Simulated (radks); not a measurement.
**Te in [Kr] 4d10 5s2 5p4: an all-electron calculation**

An exercise on one series of results from a longer session: the logs are not shown, and one member is left open.

Program: radks (a radial shooting solver on a logarithmic mesh, Libxc functionals) version 1. Level of theory: Dirac Kohn-Sham, exchange-only PBE, spin-unpolarised, spherical densities, finite nucleus; open shells are shared between the two j in proportion to 2j + 1. These are calculated values, not measurements, unless marked.

### The system

| Property | Result |
| --- | --- |
| element | tellurium (Z = 52) |
| charge | 0 |
| electrons | 52 |
| configuration | [Kr] 4d10 5s2 5p4 |
| nuclear rms radius | 4.7423 fm |

The outer shells:

Te
```
[Kr] core
4d [↑↓][↑↓][↑↓][↑↓][↑↓]
5s [↑↓]
5p [↑↓][↑ ][↑ ]
```

Set-up of the first run:

Input:

```text
Z 52
configuration [Kr] 4d10 5s2 5p4
relativity Dirac
functional pbe,
spin unpolarised
j_filling average
nucleus finite rms 4.7423 fm
c 137.035999084
```

One table of the session follows, with a row left open; its other results are not shown here.

It belongs to the step «Radial structure». From the orbitals of this run (lengths in bohr):

| level | <r> | outermost maximum (interpolated) | 90 % within | nodes |
| --- | --- | --- | --- | --- |
| 1s1/2 | 0.02781 | 0.0179 | 0.0500 | 0 |
| 2s1/2 | 0.1194 | 0.101 | 0.185 | 1 |
| 2p1/2 | 0.1008 | 0.0779 | 0.165 | 0 |
| 2p3/2 | 0.1064 | 0.0826 | 0.173 | 0 |
| 3s1/2 | 0.3219 | 0.293 | 0.474 | 2 |
| 3p1/2 | 0.3123 | 0.279 | 0.470 | 1 |
| 3p3/2 | 0.3237 | 0.290 | 0.486 | 1 |
| 3d3/2 | ? | ? | ? | ? |
| 3d5/2 | 0.2983 | 0.239 | 0.469 | 0 |
| 4s1/2 | 0.7647 | 0.701 | 1.10 | 3 |
| 4p1/2 | 0.8018 | 0.722 | 1.17 | 2 |
| 4p3/2 | 0.8305 | 0.746 | 1.22 | 2 |
| 4d3/2 | 0.9660 | 0.806 | 1.48 | 1 |
| 4d5/2 | 0.9783 | 0.815 | 1.50 | 1 |
| 5s1/2 | 2.090 | 1.79 | 3.08 | 4 |
| 5p1/2 | 2.626 | 2.11 | 4.02 | 3 |
| 5p3/2 | 2.776 | 2.21 | 4.27 | 3 |

Estimate the missing values for 3d3/2.

As computed: <r>: 0.2947; outermost maximum (interpolated): 0.236; 90 % within: 0.464; nodes: 0. In the column «<r>» it lies between 2s1/2 (0.1194) and 3d5/2 (0.2983).

Limits of these values: Spin polarisation and multiplet splitting are left out.
